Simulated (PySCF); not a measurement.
**The bond of RbH+, level by level**

Aim: find the lowest electronic state of RbH+, scan its bond at several levels of theory, and get bond length, wavenumber and dissociation energy from each curve.

Method: Rb def2-SVP with ECP28, H def2-SVP, scalar-relativistic core potentials; program: PySCF 2.14.0.

## Step 1: Set-up

Settings of the job:

```
atoms                         : Rb, H
charge                        : 1
basis                         : Rb def2-SVP with ECP28, H def2-SVP
Hamiltonian                   : scalar-relativistic core potentials
basis functions               : 29
electrons treated             : 9
masses in u                   : 84.9118, 1.0078
levels                        : PBE0, PBE, r²SCAN, r²SCAN0, LDA, MN15, LC-ωPBE, HF, MP2, SCS-MP2, CCSD, CCSD(T)
grid                          : 80 radial by 434 angular points
occupations                   : held fixed by the projection of orbital angular momentum
dissociation limit            : Rb+ + H, each in its ground configuration
starting distance in angstrom : 2.480
values of 2S to try           : 1, 3
```

On the command line:

```
$ OMP_NUM_THREADS=1 python dia.py task.json out
```

After the search, every level is run at each distance in turn; below they are sorted by level.

## Step 2: State search with unrestricted PBE0

Unrestricted PBE0 solutions at 2.480 Å, counted from the lowest. The search isn't exhaustive.

```
2Ms+1  unpaired  term  E (eV)  ⟨S²⟩  ⟨Lz²⟩  μ (D)
    2       σ ↑   ²Σ⁺    0.00  0.75   0.00   0.10
```

1 of 6 solutions are listed, lowest first.

A term symbol stands only where ⟨S²⟩ and ⟨Lz²⟩ are near those of a pure state. A positive dipole points from Rb to H; in an ion it is taken about the centre of mass and does not tell which atom is negative.

Followed over a short scan are these candidates:

```
2Ms+1  unpaired  R at minimum (Å)  energy at minimum (eV)
    2       σ ↑              3.57                    0.00
```

The search made 6 SCF attempts at the starting distance; with the short scans it took 2 s of wall time (1 thread of Intel Xeon 6975P-C (Granite Rapids), shared host).

## Step 3: First curve: PBE0

State followed: ²Σ⁺ (doublet), unpaired electrons σ ↑. The scan is laid around 3.568 Å.

Output of the SCF at 3.568 Å:

```text
******** <class 'pyscf.dft.uks_symm.SymAdaptedUKS'> ********
method = SymAdaptedUKS
initial guess = minao
damping factor = 0
level_shift factor = 0
DIIS = <class 'pyscf.scf.diis.CDIIS'>
diis_start_cycle = 1
diis_space = 10
diis_damp = 0
SCF conv_tol = 1e-09
SCF conv_tol_grad = None
SCF max_cycles = 60
direct_scf = False
max_memory 909 MB (current use 250 MB)
number electrons alpha = 5  beta = 4
XC library pyscf.dft.libxc version 7.0.0
    S. Lehtola, C. Steigemann, M. J.T. Oliveira, and M. A.L. Marques.,  SoftwareX 7, 1–5 (2018)
XC functionals = PBE0
    C. Adamo and V. Barone.,  J. Chem. Phys. 110, 6158 (1999)
    M. Ernzerhof and G. E. Scuseria.,  J. Chem. Phys. 110, 5029 (1999)
small_rho_cutoff = 0
Overwritten attributes  get_jk get_occ get_k get_j get_hcore  of <class 'pyscf.dft.uks_symm.SymAdaptedUKS'>
<class 'pyscf.dft.uks_symm.SymAdaptedUKS'> does not have attributes  refdm
Set gradient conv threshold to 3.16228e-05
init E= -24.4264995932455
cycle= 1 E= -24.4282535047774  delta_E= -0.00175  |g|= 0.000621  |ddm|= 0.017
cycle= 2 E= -24.4282540613473  delta_E= -5.57e-07  |g|= 9.38e-05  |ddm|= 0.00164
cycle= 3 E= -24.4282540686455  delta_E= -7.3e-09  |g|= 3.1e-05  |ddm|= 0.000205
cycle= 4 E= -24.428254069275  delta_E= -6.3e-10  |g|= 9.23e-06  |ddm|= 4.14e-05
Extra cycle  E= -24.4282540693228  delta_E= -4.78e-11  |g|= 3.73e-06  |ddm|= 5.87e-06
converged SCF energy = -24.4282540693228  <S^2> = 0.75000052  2S+1 = 2.0000005
```

The curve and what changes along it:

```
 R (Å)  E (eV)  μ (D)  Mulliken charge of Rb (e)  Mayer bond order  ⟨S²⟩  HOMO (eV)  LUMO (eV)
3.0685  0.0103   0.03                       0.97              0.06  0.75     -13.81      -5.42
3.2112  0.0039   0.00                       0.97              0.06  0.75     -13.62      -5.37
3.3539  0.0009  -0.02                       0.97              0.05  0.75     -13.43      -5.34
3.4610  0.0001  -0.04                       0.97              0.05  0.75     -13.31      -5.33
3.5680  0.0000  -0.06                       0.97              0.05  0.75     -13.18      -5.32
3.6750  0.0004  -0.07                       0.97              0.05  0.75     -13.07      -5.32
3.8178  0.0013  -0.09                       0.97              0.05  0.75     -12.92      -5.33
3.9962  0.0029  -0.11                       0.97              0.05  0.75     -12.75      -5.35
4.2102  0.0050  -0.13                       0.98              0.05  0.75     -12.56      -5.36
4.4957  0.0077  -0.15                       0.98              0.04  0.75     -12.34      -5.37
```

Constants from the curve: Re = 3.527 Å, ωe = 115.1 cm⁻¹, Be = 1.361 cm⁻¹, De = 0.025 eV, μ = -0.05 D.

Orbitals nearest the gap at 3.568 Å:

```
spin  orbital  ε (eV)  filled     made of
   α        σ  -40.86     yes  Rb s 100 %
   β        σ  -40.86     yes  Rb s 100 %
   α        σ  -23.39     yes  Rb p 100 %
   α        π  -23.39     yes  Rb p 100 %
   α        π  -23.39     yes  Rb p 100 %
   β        π  -23.39     yes  Rb p 100 %
   β        π  -23.39     yes  Rb p 100 %
   β        σ  -23.38     yes  Rb p 100 %
   α        σ  -13.18     yes    H s 97 %
   β        σ   -5.32      no  Rb s 101 %
   α        σ   -5.30      no  Rb s 100 %
   α        π   -3.15      no   Rb p 97 %
   β        π   -2.98      no  Rb p 100 %
```

Polarisability there: 11.4 bohr³ along the bond, 10.1 across it. Without diffuse functions these come out too small, above all across the bond.

## Step 4: Orbitals, density and potential

The fields below are evaluated on a grid from the run's orbitals.

Frontier orbitals at PBE0 (alpha spin), with the share of their density that lies nearest to each atom:

```
orbital  energy (eV)            lies on
 HOMO-1       -23.39          Rb1 100 %
   HOMO       -13.18            H2 99 %
   LUMO        -5.30  Rb1 89 %; H2 11 %
```

ELF in a plane through or near 2 of the atoms.

Values, 10 rows by 14 columns:
```
0.00 0.00 0.00 0.00 0.00 0.00 0.00 0.00 0.00 0.00 0.00 0.00 0.00 0.00
0.00 0.00 0.00 0.03 0.07 0.03 0.00 0.00 0.04 0.20 0.20 0.02 0.00 0.00
0.00 0.00 0.07 0.27 0.42 0.29 0.02 0.00 0.62 0.96 0.97 0.58 0.03 0.00
0.00 0.02 0.37 0.75 0.86 0.79 0.22 0.01 0.98 1.00 1.00 1.00 0.56 0.00
0.00 0.06 0.64 0.89 0.41 0.89 0.50 0.02 1.00 1.00 1.00 1.00 0.93 0.01
0.00 0.07 0.68 0.88 0.00 0.88 0.55 0.02 1.00 1.00 1.00 1.00 0.96 0.01
0.00 0.03 0.53 0.86 0.88 0.88 0.37 0.01 1.00 1.00 1.00 1.00 0.83 0.00
0.00 0.00 0.20 0.54 0.70 0.58 0.09 0.01 0.91 1.00 1.00 0.94 0.21 0.00
0.00 0.00 0.03 0.16 0.27 0.18 0.01 0.00 0.38 0.82 0.83 0.30 0.01 0.00
0.00 0.00 0.00 0.00 0.01 0.00 0.00 0.00 0.00 0.01 0.01 0.00 0.00 0.00
```
The map spans 8.8 Å across and 5.2 Å up, centred on the molecule. Atoms in the plane (x, y in Å): Rb1 (-1.8, 0.0), H2 (1.8, 0.0).

log10 of the density (e/Å³) in the same plane.

Ten even steps from ' ' (-4.0) to '@' (0.3):
```
                                                        
          ....::::::::..        ............            
      ....::----------::..........::::::::::....        
      ::--====++++++====--::::::::----------::::..      
    ..::--==++****++++==--::::::----======----::..      
    ..--==++**######****==------====++++++==----::..    
  ..::==++**##%%%%%%%%##++==--==++++******++==----..    
  ..--++**##%%@@@@@@@@%%**++====++**######**++==--::    
  ::--++##%%@@@@@@@@@@%%**++====**##%%%%%%**++==--::..  
  ::--++##%%@@%%**@@@@@@##++==++**##%%@@%%##**++==::..  
  ::--++##%%@@%%**@@@@@@##++==++**##%%@@%%##**++==::..  
  ::--++##%%@@@@@@@@@@%%**++====**##%%%%%%**++==--::..  
  ..--++**##%%@@@@@@@@%%**++====++**######**++==--::    
  ..::==++**##%%%%%%%%##++==--==++++******++==----..    
    ..--==++**######****==------====++++++==----::..    
    ..::--==++++**++++==--::::::----======----::..      
      ::--====++++++====--::::::::----------::::..      
      ....::----------::..........::::::::::....        
          ....::::::::..        ............            
                                                        
```
The map spans 8.8 Å across and 5.2 Å up, centred on the molecule. Atoms in the plane (x, y in Å): Rb1 (-1.8, 0.0), H2 (1.8, 0.0).

On the surface of density 0.002 e/bohr³ the electrostatic potential runs, from the 1st to the 99th percentile, from 3.39 to 8.21 V.

The spin density lies nearest to H2 99 %.

Core electrons inside the core potentials are missing from the density.

## Step 5: PBE (GGA)

Output of the SCF at 3.568 Å:

```text
[... 13 set-up lines left out, the same as in an earlier log ...]
max_memory 909 MB (current use 270 MB)
[... 3 set-up lines left out, the same as in an earlier log ...]
XC functionals = PBE
    J. P. Perdew, K. Burke, and M. Ernzerhof.,  Phys. Rev. Lett. 77, 3865 (1996)
    J. P. Perdew, K. Burke, and M. Ernzerhof.,  Phys. Rev. Lett. 78, 1396 (1997)
    J. P. Perdew, K. Burke, and M. Ernzerhof.,  Phys. Rev. Lett. 77, 3865 (1996)
    J. P. Perdew, K. Burke, and M. Ernzerhof.,  Phys. Rev. Lett. 78, 1396 (1997)
[... 2 set-up lines left out, the same as in an earlier log ...]
init E= -24.4243634975933
cycle= 1 E= -24.4245085491128  delta_E= -0.000145  |g|= 0.000718  |ddm|= 0.0318
cycle= 2 E= -24.4245092563279  delta_E= -7.07e-07  |g|= 0.000129  |ddm|= 0.00208
cycle= 3 E= -24.424509282506  delta_E= -2.62e-08  |g|= 2.19e-05  |ddm|= 0.000328
cycle= 4 E= -24.4245092828283  delta_E= -3.22e-10  |g|= 7.44e-06  |ddm|= 3.02e-05
Extra cycle  E= -24.4245092828618  delta_E= -3.35e-11  |g|= 3.06e-06  |ddm|= 8.76e-06
converged SCF energy = -24.4245092828618  <S^2> = 0.75000052  2S+1 = 2.0000005
```

Re = 3.469 Å, ωe = 133.7 cm⁻¹, Be = 1.407 cm⁻¹, De = 0.037 eV, μ = 0.00 D.

## Step 6: r²SCAN

Output of the SCF at 3.568 Å:

```text
[... 13 set-up lines left out, the same as in an earlier log ...]
max_memory 909 MB (current use 256 MB)
[... 3 set-up lines left out, the same as in an earlier log ...]
XC functionals = R2SCAN
    J. W. Furness, A. D. Kaplan, J. Ning, J. P. Perdew, and J. Sun.,  J. Phys. Chem. Lett. 11, 8208-8215 (2020)
    J. W. Furness, A. D. Kaplan, J. Ning, J. P. Perdew, and J. Sun.,  J. Phys. Chem. Lett. 11, 9248-9248 (2020)
    J. W. Furness, A. D. Kaplan, J. Ning, J. P. Perdew, and J. Sun.,  J. Phys. Chem. Lett. 11, 8208-8215 (2020)
    J. W. Furness, A. D. Kaplan, J. Ning, J. P. Perdew, and J. Sun.,  J. Phys. Chem. Lett. 11, 9248-9248 (2020)
[... 2 set-up lines left out, the same as in an earlier log ...]
init E= -24.4453883621382
cycle= 1 E= -24.4454621100687  delta_E= -7.37e-05  |g|= 0.00281  |ddm|= 0.0224
cycle= 2 E= -24.4454666411436  delta_E= -4.53e-06  |g|= 0.000934  |ddm|= 0.00648
cycle= 3 E= -24.4454672135068  delta_E= -5.72e-07  |g|= 1.01e-05  |ddm|= 0.00163
cycle= 4 E= -24.4454672136556  delta_E= -1.49e-10  |g|= 1.12e-06  |ddm|= 3.33e-05
Extra cycle  E= -24.445467213657  delta_E= -1.36e-12  |g|= 3.15e-07  |ddm|= 2.67e-06
converged SCF energy = -24.445467213657  <S^2> = 0.7500022  2S+1 = 2.0000022
```

Re = 3.387 Å, ωe = 131.1 cm⁻¹, Be = 1.476 cm⁻¹, De = 0.022 eV, μ = -0.05 D.

## Step 7: r²SCAN0

Log of the SCF at 3.568 Å:

```text
[... 13 set-up lines left out, the same as in an earlier log ...]
max_memory 909 MB (current use 257 MB)
[... 3 set-up lines left out, the same as in an earlier log ...]
XC functionals = HYB_MGGA_XC_R2SCAN0
    M. Bursch, H. Neugebauer, S. Ehlert, and S. Grimme.,  J. Chem. Phys. 156, 134105 (2022)
[... 2 set-up lines left out, the same as in an earlier log ...]
init E= -24.4310164627828
cycle= 1 E= -24.4311140143296  delta_E= -9.76e-05  |g|= 0.00104  |ddm|= 0.0203
cycle= 2 E= -24.4311152731224  delta_E= -1.26e-06  |g|= 0.000165  |ddm|= 0.00261
cycle= 3 E= -24.431115305818  delta_E= -3.27e-08  |g|= 3.37e-05  |ddm|= 0.000425
cycle= 4 E= -24.431115307066  delta_E= -1.25e-09  |g|= 2.36e-06  |ddm|= 8.55e-05
cycle= 5 E= -24.4311153070732  delta_E= -7.19e-12  |g|= 2.88e-07  |ddm|= 6.75e-06
Extra cycle  E= -24.4311153070733  delta_E= -9.59e-14  |g|= 7.76e-08  |ddm|= 6.56e-07
converged SCF energy = -24.4311153070733  <S^2> = 0.75000179  2S+1 = 2.0000018
```

Re = 3.350 Å, ωe = 137.2 cm⁻¹, Be = 1.508 cm⁻¹, De = 0.021 eV, μ = -0.05 D. 2.5 s of CPU time for 12 points, integrals apart.

## Step 8: LDA (local density)

Output of the SCF at 3.568 Å:

```text
[... 17 set-up lines left out, the same as in an earlier log ...]
XC functionals = LDA,VWN
    P. A. M. Dirac.,  Math. Proc. Cambridge Philos. Soc. 26, 376 (1930)
    F. Bloch.,  Z. Phys. 57, 545 (1929)
    S. H. Vosko, L. Wilk, and M. Nusair.,  Can. J. Phys. 58, 1200 (1980)
[... 2 set-up lines left out, the same as in an earlier log ...]
init E= -24.3064385905052
cycle= 1 E= -24.3075415383054  delta_E= -0.0011  |g|= 0.0128  |ddm|= 0.0948
cycle= 2 E= -24.3076352473413  delta_E= -9.37e-05  |g|= 0.00595  |ddm|= 0.0326
cycle= 3 E= -24.3076592709747  delta_E= -2.4e-05  |g|= 0.000121  |ddm|= 0.0104
cycle= 4 E= -24.3076592928326  delta_E= -2.19e-08  |g|= 1.21e-06  |ddm|= 0.000309
cycle= 5 E= -24.3076592928339  delta_E= -1.29e-12  |g|= 3.88e-07  |ddm|= 2.78e-06
Extra cycle  E= -24.307659292834  delta_E= -1.03e-13  |g|= 1.95e-07  |ddm|= 6.49e-07
converged SCF energy = -24.307659292834  <S^2> = 0.75000102  2S+1 = 2.000001
```

No constants are quoted: the lowest point is the short end of the scan.

## Step 9: MN15

The SCF at the reference distance, 3.568 Å, printed:

```text
[... 17 set-up lines left out, the same as in an earlier log ...]
XC functionals = MN15
    H. S. Yu, X. He, S. L. Li, and D. G. Truhlar.,  Chem. Sci. 7, 5032-5051 (2016)
    H. S. Yu, X. He, S. L. Li, and D. G. Truhlar.,  Chem. Sci. 7, 5032-5051 (2016)
[... 2 set-up lines left out, the same as in an earlier log ...]
init E= -24.3899506609577
cycle= 1 E= -24.3902059832796  delta_E= -0.000255  |g|= 0.0024  |ddm|= 0.0379
cycle= 2 E= -24.3902143265838  delta_E= -8.34e-06  |g|= 0.000648  |ddm|= 0.00665
cycle= 3 E= -24.3902147844408  delta_E= -4.58e-07  |g|= 0.000178  |ddm|= 0.00152
cycle= 4 E= -24.3902148211338  delta_E= -3.67e-08  |g|= 4.35e-05  |ddm|= 0.000522
cycle= 5 E= -24.3902148215906  delta_E= -4.57e-10  |g|= 6.91e-06  |ddm|= 2.03e-05
Extra cycle  E= -24.390214821616  delta_E= -2.54e-11  |g|= 2.83e-06  |ddm|= 8.65e-06
converged SCF energy = -24.390214821616  <S^2> = 0.75000507  2S+1 = 2.0000051
```

Re = 3.723 Å, ωe = 113.8 cm⁻¹, Be = 1.221 cm⁻¹, De = 0.039 eV, μ = -0.05 D.

## Step 10: LC-ωPBE (range-separated hybrid)

The SCF at the reference distance, 3.568 Å, printed:

```text
[... 13 set-up lines left out, the same as in an earlier log ...]
max_memory 909 MB (current use 258 MB)
[... 3 set-up lines left out, the same as in an earlier log ...]
XC functionals = LC_WPBE
    O. A. Vydrov and G. E. Scuseria.,  J. Chem. Phys. 125, 234109 (2006)
[... 2 set-up lines left out, the same as in an earlier log ...]
init E= -24.463270329792
cycle= 1 E= -24.4635980277953  delta_E= -0.000328  |g|= 0.00365  |ddm|= 0.0325
cycle= 2 E= -24.4636091778898  delta_E= -1.12e-05  |g|= 0.000676  |ddm|= 0.00616
cycle= 3 E= -24.463609737368  delta_E= -5.59e-07  |g|= 6.44e-05  |ddm|= 0.00172
cycle= 4 E= -24.4636097485489  delta_E= -1.12e-08  |g|= 6.68e-06  |ddm|= 0.000277
cycle= 5 E= -24.4636097486421  delta_E= -9.31e-11  |g|= 6.45e-07  |ddm|= 2.34e-05
Extra cycle  E= -24.4636097486428  delta_E= -7.35e-13  |g|= 1.81e-07  |ddm|= 1.7e-06
converged SCF energy = -24.4636097486428  <S^2> = 0.75000098  2S+1 = 2.000001
```

Re = 3.749 Å, ωe = 83.2 cm⁻¹, Be = 1.204 cm⁻¹, De = 0.018 eV, μ = -0.10 D.

## Step 11: UHF (mean field)

Output of the SCF at 3.568 Å:

```text
******** <class 'pyscf.scf.uhf_symm.SymAdaptedUHF'> ********
method = SymAdaptedUHF
[... 13 set-up lines left out, the same as in an earlier log ...]
Overwritten attributes  get_jk get_occ get_k get_j get_hcore  of <class 'pyscf.scf.uhf_symm.SymAdaptedUHF'>
<class 'pyscf.scf.uhf_symm.SymAdaptedUHF'> does not have attributes  refdm
[... 1 set-up line left out, the same as in an earlier log ...]
init E= -24.1611579422845
cycle= 1 E= -24.1619490412964  delta_E= -0.000791  |g|= 0.00537  |ddm|= 0.0528
cycle= 2 E= -24.1619869511212  delta_E= -3.79e-05  |g|= 0.00142  |ddm|= 0.0103
cycle= 3 E= -24.1619909257702  delta_E= -3.97e-06  |g|= 0.000239  |ddm|= 0.00385
cycle= 4 E= -24.1619910433647  delta_E= -1.18e-07  |g|= 4.16e-05  |ddm|= 0.000612
cycle= 5 E= -24.1619910460668  delta_E= -2.7e-09  |g|= 4.06e-06  |ddm|= 0.000102
cycle= 6 E= -24.1619910460903  delta_E= -2.34e-11  |g|= 2.53e-07  |ddm|= 1.31e-05
Extra cycle  E= -24.1619910460903  delta_E= -4.62e-14  |g|= 6.42e-08  |ddm|= 4.54e-07
converged SCF energy = -24.1619910460903  <S^2> = 0.75000045  2S+1 = 2.0000005
```

Re = 3.996 Å, ωe = 58.4 cm⁻¹, Be = 1.060 cm⁻¹, De = 0.007 eV, μ = -0.16 D. 0.22 s of CPU time for 12 points, integrals apart.

## Step 12: MP2 and coupled cluster

Reference: UHF; core orbitals frozen: none.

Output of the coupled-cluster run at 3.568 Å:

```text
******** <class 'pyscf.cc.uccsd.UCCSD'> ********
CC2 = 0
CCSD nocc = (np.int64(5), np.int64(4)), nmo = (29, 29)
frozen orbitals [[], []]
max_cycle = 80
direct = 0
conv_tol = 1e-07
conv_tol_normt = 1e-05
diis_space = 8
diis_start_cycle = 0
diis_start_energy_diff = 1e+09
max_memory 909 MB (current use 264 MB)
Init t2, MP2 energy = -0.0449825256615494
Init E_corr(UCCSD) = -0.0449825256615528
cycle = 1  E_corr(UCCSD) = -0.0488139956546392  dE = -0.00383146999  norm(t1,t2) = 0.0268184
cycle = 2  E_corr(UCCSD) = -0.0498631613973105  dE = -0.00104916574  norm(t1,t2) = 0.00638439
cycle = 3  E_corr(UCCSD) = -0.0501809472439422  dE = -0.000317785847  norm(t1,t2) = 0.00182405
cycle = 4  E_corr(UCCSD) = -0.0501804651435725  dE = 4.8210037e-07  norm(t1,t2) = 0.000109258
cycle = 5  E_corr(UCCSD) = -0.0501799921064431  dE = 4.73037129e-07  norm(t1,t2) = 2.58831e-05
cycle = 6  E_corr(UCCSD) = -0.0501800769620289  dE = -8.48555858e-08  norm(t1,t2) = 5.4031e-06
UCCSD converged
E(UCCSD) = -24.21217112305237  E_corr = -0.0501800769620289
UCCSD(T) correction = -0.000870791311709108
```

Correlation energy (eV) along the bond:

```
R (Å)     MP2  SCS-MP2    CCSD  CCSD(T)     T1
3.068  -1.230   -1.183     n/a      n/a    n/a
3.211  -1.227   -1.181  -1.369   -1.393  0.007
3.354  -1.226   -1.180  -1.367   -1.391  0.007
3.461  -1.225   -1.179  -1.366   -1.390  0.007
3.568  -1.224   -1.179  -1.365   -1.389  0.007
3.675  -1.224   -1.178  -1.365   -1.389  0.007
3.818  -1.223   -1.178  -1.364   -1.388  0.007
3.996  -1.223   -1.178  -1.364   -1.388  0.007
4.210  -1.223   -1.177  -1.364   -1.387  0.007
4.496  -1.222   -1.177     n/a      n/a    n/a
```

UHF-MP2: Re = 3.877 Å, ωe = 59.1 cm⁻¹, Be = 1.126 cm⁻¹, De = 0.008 eV.

UHF-SCS-MP2: Re = 3.917 Å, ωe = 56.9 cm⁻¹, Be = 1.103 cm⁻¹, De = 0.008 eV.

UHF-CCSD: Re = 3.855 Å, ωe = 59.4 cm⁻¹, Be = 1.139 cm⁻¹, De = 0.008 eV.

UHF-CCSD(T): Re = 3.850 Å, ωe = 59.7 cm⁻¹, Be = 1.142 cm⁻¹, De = 0.009 eV.

## Step 13: The curves together

Energy (eV) from each level's lowest point:

```
R (Å)    UHF  UHF-MP2  UHF-SCS-MP2  UHF-CCSD  UHF-CCSD(T)    LDA    PBE  r²SCAN   PBE0  r²SCAN0   MN15  LC-ωPBE
3.068  0.024    0.017        0.018       n/a          n/a  0.000  0.009   0.005  0.010    0.004  0.021    0.016
3.211  0.013    0.009        0.009     0.008        0.008  0.002  0.003   0.001  0.004    0.001  0.011    0.008
3.354  0.007    0.004        0.005     0.004        0.004  0.007  0.001   0.000  0.001    0.000  0.005    0.003
3.461  0.004    0.002        0.002     0.002        0.002  0.011  0.000   0.000  0.000    0.000  0.002    0.001
3.568  0.002    0.001        0.001     0.001        0.001  0.015  0.000   0.001  0.000    0.001  0.001    0.000
3.675  0.001    0.000        0.000     0.000        0.000  0.018  0.001   0.002  0.000    0.002  0.000    0.000
3.818  0.000    0.000        0.000     0.000        0.000  0.023  0.003   0.003  0.001    0.004  0.000    0.000
3.996  0.000    0.000        0.000     0.000        0.000  0.028  0.005   0.005  0.003    0.005  0.001    0.001
4.210  0.000    0.000        0.000     0.001        0.001  0.033  0.008   0.007  0.005    0.007  0.004    0.002
4.496  0.001    0.001        0.001       n/a          n/a  0.039  0.012   0.009  0.008    0.010  0.008    0.003
```

The whole job (state search and all levels along the bond) took 0.37 min on 1 thread of Intel Xeon 6975P-C (shared host), peak memory 0.35 GiB.

## Step 14: What came out

Lowest PBE0 solution found, without spin–orbit coupling: ²Σ⁺ (doublet), unpaired electrons σ ↑.

```
      level  Re (Å)  ωe (cm⁻¹)  De (eV)  μ (D)
        UHF   3.996       58.4    0.007  -0.16
    UHF-MP2   3.877       59.1    0.008    n/a
UHF-SCS-MP2   3.917       56.9    0.008    n/a
   UHF-CCSD   3.855       59.4    0.008    n/a
UHF-CCSD(T)   3.850       59.7    0.009    n/a
        PBE   3.469      133.7    0.037   0.00
     r²SCAN   3.387      131.1    0.022  -0.05
       PBE0   3.527      115.1    0.025  -0.05
    r²SCAN0   3.350      137.2    0.021  -0.05
       MN15   3.723      113.8    0.039  -0.05
    LC-ωPBE   3.749       83.2    0.018  -0.10
```

De is counted to Rb+ + H in their ground configurations. A positive dipole points from Rb to H; in an ion it is taken about the centre of mass and does not tell which atom is negative. No constants: LDA (the lowest point is the short end of the scan).

Time per point (s) on 1 thread of Intel Xeon 6975P-C, shared host (CPU time, shared integrals of 0.013 s apart; correlated levels include their reference; CCSD comes with the CCSD(T) run); the times are rough: UHF 0.018, UHF-MP2 0.028, UHF-SCS-MP2 0.028, UHF-CCSD(T) 0.29, PBE 0.19, r²SCAN 0.2, PBE0 0.33, r²SCAN0 0.21, MN15 0.23, LC-ωPBE 0.18.

Bond lengths run from 3.350 Å (r²SCAN0) to 3.996 Å (UHF). CCSD(T) can't serve as the judge here: for a weak bond in this basis it is far from its limit. Among the levels with a De in the table, it runs from 0.007 eV (UHF) to 0.039 eV (MN15).

The bond is weak, and basis-set superposition, which was not computed, may be a sizeable part of it. Spin–orbit coupling is left out.
